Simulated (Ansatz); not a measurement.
# CHClFNSi: one species, many methods

The task here is to estimate one member of a computed series from the others.

Computed with Ansatz 0.2.0, Gaussian basis. Level: functionals in def2-TZVPP, the program's frozen cores in correlated methods.

Levels to be run: LDA (SPW92), PBE-D4, revPBE-D4, BLYP-D4, r2SCAN-D4, B97M-V, PBE0-D4, B3LYP-D4, r2SCANh-D4, r2SCAN0-D4, HSE06-D4, BHLYP-D4, CAM-B3LYP-D4, LC-ωPBE, ωB97X-V, ωB97M-V, B2PLYP, PBE-QIDH; CCSD(T)/def2-SVP; CCSD(T)/def2-TZVPP; MP2/def2-QZVPP; extrapolation to the limit; RPA on PBE.

## Structure used throughout

All runs share one geometry, relaxed beforehand with PBE0-D4 in a triple-zeta def2 set.

SMILES `N#C[SiH](F)Cl`, 6 atoms, charge 0, spin multiplicity 1.

Atoms are counted from 1 here; the program's logs count them from 0.

Bond lengths: N1–C2 1.151 Å, C2–Si3 1.839 Å, Si3–F4 1.579 Å, Si3–Cl5 2.016 Å, Si3–H6 1.467 Å. Angles: N1–C2–Si3 178.0°, C2–Si3–F4 107.1°, C2–Si3–Cl5 108.2°, C2–Si3–H6 110.3°, F4–Si3–Cl5 110.0°, F4–Si3–H6 110.0°, Cl5–Si3–H6 111.2°.

As a file:

```mol
CHClFNSi
  3D, bonds by distance, orders not assigned

  6  5  0  0  0  0  0  0  0  0999 V2000
   -1.9778    0.3087    1.4001 N   0  0
   -1.0433    0.1912    0.7383 C   0  0
    0.4119   -0.0014   -0.3702 Si  0  0
    1.4927    1.0500    0.0975 F   0  0
    1.1302   -1.8723   -0.1494 Cl  0  0
    0.0284    0.2598   -1.7624 H   0  0
  1  2  8  0
  2  3  8  0
  3  4  8  0
  3  5  8  0
  3  6  8  0
M  END
```

Set-up of the first run:

Contents of in.yaml:

```yaml
crystal:
  periodic: [false, false, false]
  atoms:
    - {symbol: N, position_ang: [-1.977844, 0.308718, 1.400080]}
    - {symbol: C, position_ang: [-1.043271, 0.191169, 0.738257]}
    - {symbol: Si, position_ang: [0.411879, -0.001399, -0.370209]}
    - {symbol: F, position_ang: [1.492729, 1.049959, 0.097523]}
    - {symbol: Cl, position_ang: [1.130197, -1.872349, -0.149373]}
    - {symbol: H, position_ang: [0.028409, 0.259804, -1.762379]}
basis:
  gaussian: {orbitals: def2-TZVPP}
hamiltonian: {xc: lda}
output: {orbitals: {seedname: orbitals}}
```

Among the steps run: LDA; PBE-D4 (GGA); revPBE-D4 (GGA); BLYP-D4 (GGA); r2SCAN-D4 (meta-GGA); B97M-V (meta-GGA); PBE0-D4 (hybrid); B3LYP-D4 (hybrid); r2SCANh-D4 (hybrid); r2SCAN0-D4 (hybrid); HSE06-D4 (hybrid); BHLYP-D4 (hybrid); CAM-B3LYP-D4 (range-separated); LC-ωPBE-D4 (range-separated; the results give it without D4); ωB97X-V (range-separated); ωB97M-V (range-separated); B2PLYP (double hybrid); PBE-QIDH (double hybrid).

One of the session's tables, all rows but one given; the rest of the session is left out.

It belongs to the step «Orbital energies across the functionals». 

```
  functional  HOMO (eV)  LUMO (eV)  gap (eV)
 LDA (SPW92)      -8.78      -2.73      6.06
      PBE-D4          ?          ?         ?
   revPBE-D4      -8.59      -2.32      6.27
     BLYP-D4      -8.52      -2.27      6.24
   r2SCAN-D4      -9.05      -2.22      6.83
      B97M-V      -9.13      -2.18      6.94
     PBE0-D4     -10.14      -1.48      8.66
    B3LYP-D4      -9.87      -1.69      8.18
  r2SCANh-D4      -9.59      -1.87      7.72
  r2SCAN0-D4     -10.39      -1.35      9.05
    HSE06-D4      -9.74      -1.87      7.87
    BHLYP-D4     -11.45      -0.43     11.02
CAM-B3LYP-D4     -11.55      -0.35     11.20
     LC-ωPBE     -12.99       0.83     13.82
     ωB97X-V     -12.59       0.75     13.34
     ωB97M-V     -12.42       0.59     13.02
```

Q: Estimate the row for PBE-D4 from the others.

As computed: HOMO (eV): -8.65; LUMO (eV): -2.44; gap (eV): 6.21. In the column «HOMO (eV)» it lies between LDA (SPW92) (-8.78) and revPBE-D4 (-8.59).
